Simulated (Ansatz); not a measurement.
# Ta2Ru3: the cost of one run

Method: DFT PBE, scalar-relativistic, plane waves, PAW, in Ansatz 0.2.0.

2 further runs of the same task are left out: 1 that didn't finish, 1 set aside as unsound or not needed.

## (1) The starting structure

It takes space group P6_3/mmc (No. 194, hexagonal). The conventional cell has a = 2.781 Å, b = 2.781 Å, c = 21.978 Å, α = 90.00°, β = 90.00°, γ = 120.00°. Ta (site symmetry 3m) has 9 Ta at 2.72 to 2.78 Å and 3 Ru at 2.72 Å as nearest neighbours. Ru (site symmetry -6m2) has 12 Ru at 2.72 to 2.78 Å as nearest neighbours. Ru (site symmetry 3m) has 3 Ta at 2.72 Å and 9 Ru at 2.72 to 2.78 Å as nearest neighbours.

Structure file:

```cif
data_structure
_symmetry_space_group_name_H-M 'P 1'
_symmetry_Int_Tables_number 1
_cell_length_a 2.7815
_cell_length_b 2.7815
_cell_length_c 21.9784
_cell_angle_alpha 90.000
_cell_angle_beta 90.000
_cell_angle_gamma 120.000
_cell_volume 147.26
loop_
_atom_site_label
_atom_site_type_symbol
_atom_site_fract_x
_atom_site_fract_y
_atom_site_fract_z
_atom_site_occupancy
Ta1 Ta 0.33333 0.66667 0.05000 1
Ta2 Ta 0.33333 0.66667 0.45000 1
Ta3 Ta 0.66667 0.33333 0.55000 1
Ta4 Ta 0.66667 0.33333 0.95000 1
Ru1 Ru 0.33333 0.66667 0.25000 1
Ru2 Ru 0.33333 0.66667 0.65000 1
Ru3 Ru 0.33333 0.66667 0.85000 1
Ru4 Ru 0.66667 0.33333 0.15000 1
Ru5 Ru 0.66667 0.33333 0.35000 1
Ru6 Ru 0.66667 0.33333 0.75000 1
```

The start is an ordering of an alloy on its end members' structure types: elements ordered on the sites of the Hf type, Ru/Ta on Hf (P6_3/mmc, No. 194).

## (2) Probe: one point on a coarse mesh

File input.yaml:

```yaml
crystal:
  lattice:
    - [2.78148433, 0.0, 0.0]
    - [-1.39074217, 2.40883609, 0.0]
    - [0.0, 0.0, 21.97840422]
  atoms:
    - { symbol: Ta, position: [0.33333333, 0.66666667, 0.05] }
    - { symbol: Ta, position: [0.33333333, 0.66666667, 0.45] }
    - { symbol: Ta, position: [0.66666667, 0.33333333, 0.55] }
    - { symbol: Ta, position: [0.66666667, 0.33333333, 0.95] }
    - { symbol: Ru, position: [0.33333333, 0.66666667, 0.25] }
    - { symbol: Ru, position: [0.33333333, 0.66666667, 0.65] }
    - { symbol: Ru, position: [0.33333333, 0.66666667, 0.85] }
    - { symbol: Ru, position: [0.66666667, 0.33333333, 0.15] }
    - { symbol: Ru, position: [0.66666667, 0.33333333, 0.35] }
    - { symbol: Ru, position: [0.66666667, 0.33333333, 0.75] }
basis:
  ecutwfc: 420
kpoints:
  mp_grid: { grid: [6, 6, 1] }
hamiltonian:
  xc: pbe
scf:
  occupations: { method: gaussian, width: 0.1 }
  lower_state_search: "off"
output:
  forces: true
  stress: true
  eigenvalues: true
```

Started as:

```console
ansatz run input.yaml --threads 1 --pin off --max-ram 2560MiB --backend cpu --events-out ev --progress --plain --runs-dir out
```

Q: Estimate wall time and peak memory on 1 thread of Intel Xeon at 2.50GHz (Skylake/Cascade Lake), shared host.

About 9 s, with a peak of 0.47 GiB.
